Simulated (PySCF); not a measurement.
**A diatomic session: CsBe+**

What are the lowest state that PBE0 finds, the bond length, vibrational wavenumber and bond energy of CsBe+, and how much do these hang on the method?

Method: Cs def2-SVPD with ECP46, Be def2-SVPD, scalar-relativistic core potentials; program: PySCF 2.14.0.

### 1 Input

The job is set up so:

```yaml
atoms: Cs, Be
charge: 1
basis: Cs def2-SVPD with ECP46, Be def2-SVPD
Hamiltonian: scalar-relativistic core potentials
basis_functions: 39
electrons_treated: 12
masses_in_u: 132.9054, 9.0122
levels: PBE0, PBE, r²SCAN, B97-3, BLYP, LDA, ωB97X, HF, MP2, SCS-MP2, CCSD, CCSD(T)
grid: 80 radial by 434 angular points
occupations: held fixed by the projection of orbital angular momentum
dissociation_limit: Cs+ + Be, each in its ground configuration
starting_distance_in_angstrom: 3.265
values_of_2S_to_try: 0, 2
```

Command:

```bash
$ OMP_NUM_THREADS=1 python dia.py task.json out
```

The job searches for the state first and then visits each distance with every level. Its results follow level by level.

### 2 State search with unrestricted PBE0

At the starting distance of 3.265 Å the search finds these solutions (others can lie among them):

```
2Ms+1  unpaired          term  E (eV)  ⟨S²⟩  ⟨Lz²⟩  μ (D)
    1      none           ¹Σ⁺    0.00  0.00   0.00   1.19
    3      σ ↑↑           ³Σ⁺    2.25  2.00   0.00   0.03
    3  σ ↑, π ↑            ³Π    2.27  2.00   1.00   0.84
    1  σ ↑, π ↓  not assigned    3.31  1.00   1.00   1.21
    3  σ ↑, δ ↑            ³Δ    7.55  2.00   4.00  13.61
    1  σ ↑, δ ↓  not assigned    7.56  1.00   4.00  13.61
```

6 of 10 solutions are listed, lowest first.

A term symbol stands only where ⟨S²⟩ and ⟨Lz²⟩ are near those of a pure state. A positive dipole points from Cs to Be; in an ion it is taken about the centre of mass and does not tell which atom is negative.

The most promising solutions are followed along the bond (rough minima from three points):

```
2Ms+1  unpaired  R at minimum (Å)  energy at minimum (eV)
    1      none              3.96                    0.00
    3      σ ↑↑              4.25                    2.10
```

The search made 10 SCF attempts at the starting distance; with the short scans it took 4.5 s of wall time (1 thread, shared host).

### 3 The PBE0 curve of the state that the search chose

State followed: ¹Σ⁺ (singlet), closed shell. The scan is laid around 3.964 Å.

Log of the SCF at 3.964 Å:

```text
******** <class 'pyscf.dft.uks_symm.SymAdaptedUKS'> ********
method = SymAdaptedUKS
initial guess = minao
damping factor = 0
level_shift factor = 0
DIIS = <class 'pyscf.scf.diis.CDIIS'>
diis_start_cycle = 1
diis_space = 10
diis_damp = 0
SCF conv_tol = 1e-09
SCF conv_tol_grad = None
SCF max_cycles = 60
direct_scf = False
max_memory 909 MB (current use 263 MB)
number electrons alpha = 6  beta = 6
XC library pyscf.dft.libxc version 7.0.0
    S. Lehtola, C. Steigemann, M. J.T. Oliveira, and M. A.L. Marques.,  SoftwareX 7, 1–5 (2018)
XC functionals = PBE0
    C. Adamo and V. Barone.,  J. Chem. Phys. 110, 6158 (1999)
    M. Ernzerhof and G. E. Scuseria.,  J. Chem. Phys. 110, 5029 (1999)
small_rho_cutoff = 0
Overwritten attributes  get_k get_jk get_j get_occ get_hcore  of <class 'pyscf.dft.uks_symm.SymAdaptedUKS'>
Set gradient conv threshold to 3.16228e-05
init E= -34.6251317794561
cycle= 1 E= -34.6211385125633  delta_E= 0.00399  |g|= 0.00102  |ddm|= 0.0281
cycle= 2 E= -34.6211406801289  delta_E= -2.17e-06  |g|= 0.000339  |ddm|= 0.00671
cycle= 3 E= -34.6211409202515  delta_E= -2.4e-07  |g|= 6.3e-05  |ddm|= 0.00132
cycle= 4 E= -34.6211409263553  delta_E= -6.1e-09  |g|= 6.28e-06  |ddm|= 0.000161
cycle= 5 E= -34.6211409264059  delta_E= -5.06e-11  |g|= 6.06e-07  |ddm|= 1.9e-05
Extra cycle  E= -34.6211409264065  delta_E= -5.9e-13  |g|= 1.44e-07  |ddm|= 2.4e-06
converged SCF energy = -34.6211409264065  <S^2> = -1.8651747e-14  2S+1 = 1
```

The curve and what changes along it:

```
 R (Å)  E (eV)  μ (D)  Mulliken charge of Cs (e)  Mayer bond order  ⟨S²⟩  HOMO (eV)  LUMO (eV)
3.4090  0.0891   1.19                       0.93              0.13  0.00     -10.57      -5.50
3.5676  0.0379   1.15                       0.94              0.12  0.00     -10.45      -5.46
3.7262  0.0112   1.07                       0.95              0.11  0.00     -10.33      -5.41
3.8451  0.0023   0.99                       0.95              0.10  0.00     -10.24      -5.37
3.9640  0.0000   0.90                       0.95              0.09  0.00     -10.15      -5.32
4.0829  0.0024   0.81                       0.96              0.09  0.00     -10.06      -5.28
4.2415  0.0102   0.67                       0.96              0.08  0.00      -9.93      -5.22
4.4397  0.0242   0.48                       0.96              0.08  0.00      -9.79      -5.16
4.6775  0.0429   0.26                       0.96              0.07  0.00      -9.62      -5.10
4.9946  0.0667  -0.04                       0.97              0.06  0.00      -9.41      -5.04
```

The fit gives Re = 3.956 Å, ωe = 103.9 cm⁻¹, ωexe = 2.19 cm⁻¹, αe = 0.00287 cm⁻¹, Be = 0.1276 cm⁻¹, De = 0.162 eV, μ = 0.91 D.

Orbitals nearest the gap at 3.964 Å:

```
spin  orbital  ε (eV)  filled               made of
both        σ  -34.26     yes            Cs s 100 %
both        π  -19.80     yes            Cs p 100 %
both        π  -19.80     yes            Cs p 100 %
both        σ  -19.77     yes            Cs p 100 %
both        σ  -10.15     yes             Be s 97 %
both        σ   -5.32      no  Be p 59 %, Cs s 35 %
both        π   -4.86      no             Be p 89 %
both        π   -4.86      no             Be p 89 %
```

Polarisability there: 73.1 bohr³ along the bond, 53.8 across it.

### 4 Fields at the reference distance

Orbitals, density, ELF and potential are computed afterwards from the orbital file.

Frontier orbitals at PBE0, with the share of their density that lies nearest to each atom:

```
orbital  energy (eV)             lies on
 HOMO-1       -19.77            Cs1 99 %
   HOMO       -10.15            Be2 97 %
   LUMO        -5.32  Be2 69 %; Cs1 31 %
```

ELF in a plane through or near 2 of the atoms.

Ten even steps from ' ' (0.00) to '@' (1.00):
```
                                  ::----::..            
                              ::++##%%%%%%##++..        
          ....::::..          ++%%@@@@@@@@@@@@**::      
        ..--==++++==--      ..##@@@@@@@@@@@@@@@@**::    
      ..::==++******==..    ..##@@@@@@@@@@@@@@@@%%--    
      ::==**##%%%%%%##--    ..%%@@@@@@@@@@@@@@@@@@##    
    ..--**%%%%%%%%%%%%++..  ::%%@@@@@@@@@@@@@@@@@@@@::  
    ::++##%%%%%%%%%%%%##--  ::%%@@@@**::--##@@@@@@@@==  
    --**%%%%%%--..**%%%%==  ::@@@@%%  ::....@@@@@@@@++  
    --**%%%%**    ::%%%%==  ::@@@@++::@@%%  ##@@@@@@++  
    --**%%%%**    ::%%%%==  ::@@@@++::@@%%  ##@@@@@@++  
    --**%%%%%%--..**%%%%==  ::@@@@%%  ::....@@@@@@@@++  
    ::++##%%%%%%%%%%%%##--  ::%%@@@@**::--##@@@@@@@@==  
    ..--**%%%%%%%%%%%%++..  ::%%@@@@@@@@@@@@@@@@@@@@::  
      ::==**##%%%%%%##--    ..%%@@@@@@@@@@@@@@@@@@##    
      ..::==++******==..    ..##@@@@@@@@@@@@@@@@%%--    
        ..--==++++==--      ..##@@@@@@@@@@@@@@@@**::    
          ....::::..          ++%%@@@@@@@@@@@@**::      
                              ::++##%%%%%%##++..        
                                  ::----::..            
```
The map spans 9.2 Å across and 5.2 Å up, centred on the molecule. Atoms in the plane (x, y in Å): Cs1 (-2.0, 0.0), Be2 (2.0, 0.0).

On the surface of density 0.002 e/bohr³ the electrostatic potential runs, from the 1st to the 99th percentile, from 3.81 V near Be2 to 7.14 V near Cs1.

Core electrons inside the core potentials are missing from the density.

### 5 Excited determinants

State 2: ³Σ⁺ (triplet), unpaired electrons σ ↑↑, an excited solution.

Output of the SCF at 3.964 Å:

```text
[... 13 set-up lines left out, the same as in an earlier log ...]
max_memory 909 MB (current use 301 MB)
number electrons alpha = 7  beta = 5
[... 7 set-up lines left out, the same as in an earlier log ...]
init E= -34.5478612104647
cycle= 1 E= -34.5435357878534  delta_E= 0.00433  |g|= 0.00131  |ddm|= 0.0324
cycle= 2 E= -34.543539546296  delta_E= -3.76e-06  |g|= 0.000356  |ddm|= 0.00668
cycle= 3 E= -34.5435397453646  delta_E= -1.99e-07  |g|= 7.27e-05  |ddm|= 0.00157
cycle= 4 E= -34.5435397612063  delta_E= -1.58e-08  |g|= 9.77e-06  |ddm|= 0.000541
cycle= 5 E= -34.5435397616248  delta_E= -4.19e-10  |g|= 1.92e-06  |ddm|= 9.57e-05
Extra cycle  E= -34.5435397616352  delta_E= -1.04e-11  |g|= 4.91e-07  |ddm|= 1.37e-05
converged SCF energy = -34.5435397616352  <S^2> = 2.0000165  2S+1 = 3.000011
```

Re = 4.238 Å, ωe = 94.9 cm⁻¹, Be = 0.1112 cm⁻¹, μ = 0.26 D. Its minimum lies 2.10 eV above that of the lowest state.

Energy (eV) from the lowest point of the lowest state:

```
R (Å)  lowest  state 2
3.409   0.089    2.303
3.568   0.038    2.214
3.726   0.011    2.156
3.845   0.002    2.129
3.964   0.000    2.112
4.083   0.002    2.102
4.242   0.010    2.098
4.440   0.024    2.103
4.678   0.043    2.117
4.995   0.067    2.142
```

### 6 PBE (GGA)

The SCF at the reference distance, 3.964 Å, printed:

```text
[... 13 set-up lines left out, the same as in an earlier log ...]
max_memory 909 MB (current use 277 MB)
[... 3 set-up lines left out, the same as in an earlier log ...]
XC functionals = PBE
    J. P. Perdew, K. Burke, and M. Ernzerhof.,  Phys. Rev. Lett. 77, 3865 (1996)
    J. P. Perdew, K. Burke, and M. Ernzerhof.,  Phys. Rev. Lett. 78, 1396 (1997)
    J. P. Perdew, K. Burke, and M. Ernzerhof.,  Phys. Rev. Lett. 77, 3865 (1996)
    J. P. Perdew, K. Burke, and M. Ernzerhof.,  Phys. Rev. Lett. 78, 1396 (1997)
[... 2 set-up lines left out, the same as in an earlier log ...]
init E= -34.6189295412707
cycle= 1 E= -34.6191336945226  delta_E= -0.000204  |g|= 0.00171  |ddm|= 0.0901
cycle= 2 E= -34.6191353891421  delta_E= -1.69e-06  |g|= 0.000896  |ddm|= 0.00819
cycle= 3 E= -34.6191365957694  delta_E= -1.21e-06  |g|= 0.000331  |ddm|= 0.00348
cycle= 4 E= -34.6191368740254  delta_E= -2.78e-07  |g|= 6.12e-06  |ddm|= 0.00112
cycle= 5 E= -34.6191368741071  delta_E= -8.17e-11  |g|= 1.18e-06  |ddm|= 2.97e-05
Extra cycle  E= -34.6191368741066  delta_E= 4.9e-13  |g|= 1.18e-06  |ddm|= 8.49e-06
converged SCF energy = -34.6191368741066  <S^2> = -1.4210855e-14  2S+1 = 1
```

Re = 3.952 Å, ωe = 104.2 cm⁻¹, ωexe = 2.01 cm⁻¹, αe = 0.00273 cm⁻¹, Be = 0.1279 cm⁻¹, De = 0.173 eV, μ = 0.96 D.

### 7 r²SCAN

Output of the SCF at 3.964 Å:

```text
[... 17 set-up lines left out, the same as in an earlier log ...]
XC functionals = R2SCAN
    J. W. Furness, A. D. Kaplan, J. Ning, J. P. Perdew, and J. Sun.,  J. Phys. Chem. Lett. 11, 8208-8215 (2020)
    J. W. Furness, A. D. Kaplan, J. Ning, J. P. Perdew, and J. Sun.,  J. Phys. Chem. Lett. 11, 9248-9248 (2020)
    J. W. Furness, A. D. Kaplan, J. Ning, J. P. Perdew, and J. Sun.,  J. Phys. Chem. Lett. 11, 8208-8215 (2020)
    J. W. Furness, A. D. Kaplan, J. Ning, J. P. Perdew, and J. Sun.,  J. Phys. Chem. Lett. 11, 9248-9248 (2020)
[... 2 set-up lines left out, the same as in an earlier log ...]
init E= -34.644710970348
cycle= 1 E= -34.6448286810899  delta_E= -0.000118  |g|= 0.00195  |ddm|= 0.0715
cycle= 2 E= -34.6448317843643  delta_E= -3.1e-06  |g|= 0.00103  |ddm|= 0.0119
cycle= 3 E= -34.6448340314409  delta_E= -2.25e-06  |g|= 0.000288  |ddm|= 0.00447
cycle= 4 E= -34.6448342448884  delta_E= -2.13e-07  |g|= 2.39e-05  |ddm|= 0.00106
cycle= 5 E= -34.6448342460026  delta_E= -1.11e-09  |g|= 1.88e-06  |ddm|= 0.000149
cycle= 6 E= -34.6448342460094  delta_E= -6.87e-12  |g|= 3.97e-07  |ddm|= 8.24e-06
Extra cycle  E= -34.6448342460096  delta_E= -1.56e-13  |g|= 2.55e-07  |ddm|= 2.71e-06
converged SCF energy = -34.6448342460096  <S^2> = -1.2434498e-14  2S+1 = 1
```

Re = 4.027 Å, ωe = 98.9 cm⁻¹, ωexe = 2.26 cm⁻¹, αe = 0.00290 cm⁻¹, Be = 0.1232 cm⁻¹, De = 0.148 eV, μ = 0.84 D.

### 8 B97-3 (global hybrid GGA)

Output of the SCF at 3.964 Å:

```text
[... 17 set-up lines left out, the same as in an earlier log ...]
XC functionals = HYB_GGA_XC_B97_3
    T. W. Keal and D. J. Tozer.,  J. Chem. Phys. 123, 121103 (2005)
[... 2 set-up lines left out, the same as in an earlier log ...]
init E= -34.6615680728418
cycle= 1 E= -34.6616575390435  delta_E= -8.95e-05  |g|= 0.00118  |ddm|= 0.0375
cycle= 2 E= -34.6616585294469  delta_E= -9.9e-07  |g|= 0.000209  |ddm|= 0.0056
cycle= 3 E= -34.6616585711494  delta_E= -4.17e-08  |g|= 1.86e-05  |ddm|= 0.000684
cycle= 4 E= -34.6616585716172  delta_E= -4.68e-10  |g|= 4.77e-06  |ddm|= 8.02e-05
Extra cycle  E= -34.6616585716474  delta_E= -3.02e-11  |g|= 2.18e-06  |ddm|= 1.89e-05
converged SCF energy = -34.6616585716474  <S^2> = -1.5987212e-14  2S+1 = 1
```

Re = 4.012 Å, ωe = 100.1 cm⁻¹, ωexe = 2.23 cm⁻¹, αe = 0.00285 cm⁻¹, Be = 0.1241 cm⁻¹, De = 0.127 eV, μ = 0.80 D. 2.4 s of CPU time for 12 points, integrals apart.

### 9 BLYP (GGA)

Output of the SCF at 3.964 Å:

```text
[... 17 set-up lines left out, the same as in an earlier log ...]
XC functionals = BLYP
    A. D. Becke.,  Phys. Rev. A 38, 3098 (1988)
    C. Lee, W. Yang, and R. G. Parr.,  Phys. Rev. B 37, 785 (1988)
    B. Miehlich, A. Savin, H. Stoll, and H. Preuss.,  Chem. Phys. Lett. 157, 200 (1989)
[... 2 set-up lines left out, the same as in an earlier log ...]
init E= -34.610925219256
cycle= 1 E= -34.6113372792027  delta_E= -0.000412  |g|= 0.00197  |ddm|= 0.147
cycle= 2 E= -34.6113351523828  delta_E= 2.13e-06  |g|= 0.00201  |ddm|= 0.0138
cycle= 3 E= -34.6113452798425  delta_E= -1.01e-05  |g|= 0.000262  |ddm|= 0.00737
cycle= 4 E= -34.6113454328672  delta_E= -1.53e-07  |g|= 7.97e-06  |ddm|= 0.000925
cycle= 5 E= -34.6113454329562  delta_E= -8.89e-11  |g|= 1.91e-06  |ddm|= 3.75e-05
Extra cycle  E= -34.6113454329583  delta_E= -2.17e-12  |g|= 1.54e-06  |ddm|= 1.77e-05
converged SCF energy = -34.6113454329583  <S^2> = -1.2434498e-14  2S+1 = 1
```

Re = 4.077 Å, ωe = 92.3 cm⁻¹, ωexe = 2.06 cm⁻¹, αe = 0.00286 cm⁻¹, Be = 0.1202 cm⁻¹, De = 0.138 eV, μ = 0.83 D. 2.2 s of CPU time for 12 points, integrals apart.

### 10 LDA (local density)

The SCF at the reference distance, 3.964 Å, printed:

```text
[... 13 set-up lines left out, the same as in an earlier log ...]
max_memory 909 MB (current use 278 MB)
[... 3 set-up lines left out, the same as in an earlier log ...]
XC functionals = LDA,VWN
    P. A. M. Dirac.,  Math. Proc. Cambridge Philos. Soc. 26, 376 (1930)
    F. Bloch.,  Z. Phys. 57, 545 (1929)
    S. H. Vosko, L. Wilk, and M. Nusair.,  Can. J. Phys. 58, 1200 (1980)
[... 2 set-up lines left out, the same as in an earlier log ...]
init E= -34.3571435980126
cycle= 1 E= -34.3580811567689  delta_E= -0.000938  |g|= 0.00724  |ddm|= 0.123
cycle= 2 E= -34.3581166738154  delta_E= -3.55e-05  |g|= 0.00336  |ddm|= 0.0416
cycle= 3 E= -34.3581320216733  delta_E= -1.53e-05  |g|= 0.00151  |ddm|= 0.0159
cycle= 4 E= -34.3581381232478  delta_E= -6.1e-06  |g|= 3.56e-05  |ddm|= 0.00506
cycle= 5 E= -34.3581381254257  delta_E= -2.18e-09  |g|= 3.88e-06  |ddm|= 0.000215
cycle= 6 E= -34.3581381254618  delta_E= -3.61e-11  |g|= 3.36e-07  |ddm|= 2.81e-05
Extra cycle  E= -34.3581381254617  delta_E= 9.24e-14  |g|= 3.32e-07  |ddm|= 2.41e-06
converged SCF energy = -34.3581381254617  <S^2> = -1.2434498e-14  2S+1 = 1
```

Re = 3.773 Å, ωe = 126.1 cm⁻¹, ωexe = 2.00 cm⁻¹, αe = 0.00254 cm⁻¹, Be = 0.1403 cm⁻¹, De = 0.237 eV, μ = 1.22 D. 2.3 s of CPU time for 12 points, integrals apart.

### 11 ωB97X (range-separated hybrid)

Output of the SCF at 3.964 Å:

```text
[... 17 set-up lines left out, the same as in an earlier log ...]
XC functionals = WB97X
    J.-D. Chai and M. Head-Gordon.,  J. Chem. Phys. 128, 084106 (2008)
[... 2 set-up lines left out, the same as in an earlier log ...]
init E= -34.6528813032661
cycle= 1 E= -34.6533489980302  delta_E= -0.000468  |g|= 0.00417  |ddm|= 0.0903
cycle= 2 E= -34.6533736351516  delta_E= -2.46e-05  |g|= 0.00101  |ddm|= 0.0232
cycle= 3 E= -34.6533757165048  delta_E= -2.08e-06  |g|= 0.000123  |ddm|= 0.00799
cycle= 4 E= -34.6533757577026  delta_E= -4.12e-08  |g|= 1.56e-05  |ddm|= 0.000921
cycle= 5 E= -34.6533757583174  delta_E= -6.15e-10  |g|= 3.24e-06  |ddm|= 6.4e-05
Extra cycle  E= -34.6533757583432  delta_E= -2.57e-11  |g|= 1.17e-06  |ddm|= 1.25e-05
converged SCF energy = -34.6533757583432  <S^2> = -1.2434498e-14  2S+1 = 1
```

Re = 3.925 Å, ωe = 113.5 cm⁻¹, ωexe = 2.22 cm⁻¹, αe = 0.00273 cm⁻¹, Be = 0.1297 cm⁻¹, De = 0.158 eV, μ = 0.96 D.

### 12 RHF (mean field)

Output of the SCF at 3.964 Å:

```text
******** <class 'pyscf.scf.hf_symm.SymAdaptedRHF'> ********
method = SymAdaptedRHF
[... 12 set-up lines left out, the same as in an earlier log ...]
Overwritten attributes  get_k get_jk get_j get_occ get_hcore  of <class 'pyscf.scf.hf_symm.SymAdaptedRHF'>
[... 1 set-up line left out, the same as in an earlier log ...]
init E= -34.2824969337806
cycle= 1 E= -34.2841180335077  delta_E= -0.00162  |g|= 0.00902  |ddm|= 0.245
cycle= 2 E= -34.2841684367899  delta_E= -5.04e-05  |g|= 0.00205  |ddm|= 0.0414
cycle= 3 E= -34.2841724846639  delta_E= -4.05e-06  |g|= 0.000249  |ddm|= 0.0134
cycle= 4 E= -34.2841725673932  delta_E= -8.27e-08  |g|= 3.59e-05  |ddm|= 0.00163
cycle= 5 E= -34.2841725690577  delta_E= -1.66e-09  |g|= 3.75e-06  |ddm|= 0.000186
cycle= 6 E= -34.284172569079  delta_E= -2.13e-11  |g|= 4.88e-07  |ddm|= 1.69e-05
Extra cycle  E= -34.2841725690794  delta_E= -3.91e-13  |g|= 1.72e-07  |ddm|= 1.96e-06
converged SCF energy = -34.2841725690794
```

Re = 4.250 Å, ωe = 81.6 cm⁻¹, ωexe = 2.26 cm⁻¹, αe = 0.00309 cm⁻¹, Be = 0.1106 cm⁻¹, De = 0.109 eV, μ = 0.59 D.

### 13 Adding correlation

Reference: RHF; core orbitals frozen: none.

Output of the coupled-cluster run at 3.964 Å:

```text
******** <class 'pyscf.cc.ccsd.CCSD'> ********
CC2 = 0
CCSD nocc = 6, nmo = 39
frozen orbitals []
max_cycle = 80
direct = 0
conv_tol = 1e-07
conv_tol_normt = 1e-05
diis_space = 8
diis_start_cycle = 0
diis_start_energy_diff = 1e+09
max_memory 909 MB (current use 278 MB)
Init t2, MP2 energy = -34.3383714473577  E_corr(MP2) -0.0541988782782836
Init E_corr(CCSD) = -0.0541988782783163
cycle = 1  E_corr(CCSD) = -0.0673954218412886  dE = -0.0131965436  norm(t1,t2) = 0.067276
cycle = 2  E_corr(CCSD) = -0.0731869212959955  dE = -0.00579149945  norm(t1,t2) = 0.035128
cycle = 3  E_corr(CCSD) = -0.0788831851880391  dE = -0.00569626389  norm(t1,t2) = 0.0190949
cycle = 4  E_corr(CCSD) = -0.078711092828203  dE = 0.00017209236  norm(t1,t2) = 0.00205959
cycle = 5  E_corr(CCSD) = -0.0787608130231371  dE = -4.97201949e-05  norm(t1,t2) = 0.000548838
cycle = 6  E_corr(CCSD) = -0.0787789152584539  dE = -1.81022353e-05  norm(t1,t2) = 0.000215742
cycle = 7  E_corr(CCSD) = -0.0787638695833927  dE = 1.50456751e-05  norm(t1,t2) = 8.53981e-05
cycle = 8  E_corr(CCSD) = -0.0787654078773726  dE = -1.53829398e-06  norm(t1,t2) = 3.30773e-05
cycle = 9  E_corr(CCSD) = -0.0787672863945754  dE = -1.8785172e-06  norm(t1,t2) = 8.53224e-06
cycle = 10  E_corr(CCSD) = -0.078766830825226  dE = 4.55569349e-07  norm(t1,t2) = 2.74512e-06
cycle = 11  E_corr(CCSD) = -0.0787668425375607  dE = -1.17123347e-08  norm(t1,t2) = 5.90748e-07
CCSD converged
E(CCSD) = -34.36293941161695  E_corr = -0.07876684253756074
CCSD(T) correction = -0.000748161527970209
```

Correlation energy (eV) along the bond:

```
R (Å)     MP2  SCS-MP2    CCSD  CCSD(T)     T1
3.409  -1.515   -1.596     n/a      n/a    n/a
3.568  -1.500   -1.583  -2.166   -2.188  0.012
3.726  -1.488   -1.573  -2.154   -2.176  0.012
3.845  -1.481   -1.567  -2.148   -2.169  0.012
3.964  -1.475   -1.562  -2.143   -2.164  0.012
4.083  -1.470   -1.558  -2.140   -2.160  0.012
4.242  -1.464   -1.554  -2.137   -2.156  0.012
4.440  -1.459   -1.550  -2.134   -2.154  0.012
4.678  -1.454   -1.546  -2.134   -2.152  0.012
4.995  -1.450   -1.544     n/a      n/a    n/a
```

RHF-MP2: Re = 4.104 Å, ωe = 92.1 cm⁻¹, ωexe = 2.22 cm⁻¹, αe = 0.00294 cm⁻¹, Be = 0.1186 cm⁻¹, De = 0.133 eV.

RHF-SCS-MP2: Re = 4.136 Å, ωe = 88.9 cm⁻¹, ωexe = 2.24 cm⁻¹, αe = 0.00300 cm⁻¹, Be = 0.1168 cm⁻¹, De = 0.125 eV.

RHF-CCSD: Re = 4.167 Å, ωe = 81.7 cm⁻¹, ωexe = 2.45 cm⁻¹, αe = 0.00337 cm⁻¹, Be = 0.1150 cm⁻¹, De = 0.100 eV.

RHF-CCSD(T): Re = 4.154 Å, ωe = 82.8 cm⁻¹, ωexe = 2.43 cm⁻¹, αe = 0.00334 cm⁻¹, Be = 0.1158 cm⁻¹, De = 0.102 eV.

### 14 All curves

Energy (eV) from each level's lowest point:

```
R (Å)    RHF  RHF-MP2  RHF-SCS-MP2  RHF-CCSD  RHF-CCSD(T)    LDA    PBE   BLYP  r²SCAN   PBE0  B97-3  ωB97X
3.409  0.182    0.133        0.140       n/a          n/a  0.047  0.086  0.117   0.110  0.089  0.106  0.091
3.568  0.100    0.067        0.072     0.071        0.069  0.012  0.037  0.058   0.051  0.038  0.048  0.037
3.726  0.050    0.028        0.031     0.032        0.030  0.000  0.011  0.023   0.018  0.011  0.017  0.009
3.845  0.026    0.011        0.014     0.015        0.014  0.001  0.002  0.009   0.006  0.002  0.005  0.001
3.964  0.011    0.003        0.004     0.005        0.004  0.007  0.000  0.002   0.000  0.000  0.000  0.000
4.083  0.003    0.000        0.000     0.000        0.000  0.017  0.003  0.000   0.000  0.002  0.000  0.004
4.242  0.000    0.002        0.001     0.000        0.000  0.034  0.011  0.003   0.005  0.010  0.006  0.014
4.440  0.003    0.010        0.008     0.005        0.006  0.058  0.025  0.012   0.017  0.024  0.018  0.032
4.678  0.012    0.024        0.020     0.015        0.016  0.086  0.045  0.027   0.033  0.043  0.035  0.054
4.995  0.027    0.043        0.038       n/a          n/a  0.119  0.070  0.047   0.055  0.067  0.056  0.081
```

### 15 Results

Lowest PBE0 solution found, without spin–orbit coupling: ¹Σ⁺ (singlet), closed shell. State 2 has its PBE0 minimum 2.10 eV higher. The other levels ran on the lowest alone.

```
      level  Re (Å)  ωe (cm⁻¹)  De (eV)  μ (D)
        RHF   4.250       81.6    0.109   0.59
    RHF-MP2   4.104       92.1    0.133    n/a
RHF-SCS-MP2   4.136       88.9    0.125    n/a
   RHF-CCSD   4.167       81.7    0.100    n/a
RHF-CCSD(T)   4.154       82.8    0.102    n/a
        LDA   3.773      126.1    0.237   1.22
        PBE   3.952      104.2    0.173   0.96
       BLYP   4.077       92.3    0.138   0.83
     r²SCAN   4.027       98.9    0.148   0.84
       PBE0   3.956      103.9    0.162   0.91
      B97-3   4.012      100.1    0.127   0.80
      ωB97X   3.925      113.5    0.158   0.96
```

De is counted to Cs+ + Be in their ground configurations. A positive dipole points from Cs to Be; in an ion it is taken about the centre of mass and does not tell which atom is negative.

Time per point (s) on 1 thread, shared host (CPU time, shared integrals of 0.038 s apart; correlated levels include their reference; CCSD comes with the CCSD(T) run); the times are rough: RHF 0.024, RHF-MP2 0.038, RHF-SCS-MP2 0.038, RHF-CCSD(T) 0.58, LDA 0.19, PBE 0.26, BLYP 0.18, r²SCAN 0.4, PBE0 0.51, B97-3 0.2, ωB97X 0.25.

In words: The methods spread over 0.477 Å in bond length, from LDA to RHF. CCSD(T) can't serve as the judge here: for a weak bond in this basis it is far from its limit. Of the levels with a De here, RHF-CCSD gives the least (0.100 eV) and LDA the most (0.237 eV).

Spin–orbit coupling is left out. The bond is weak, and basis-set superposition, which was not computed, may be a sizeable part of it.
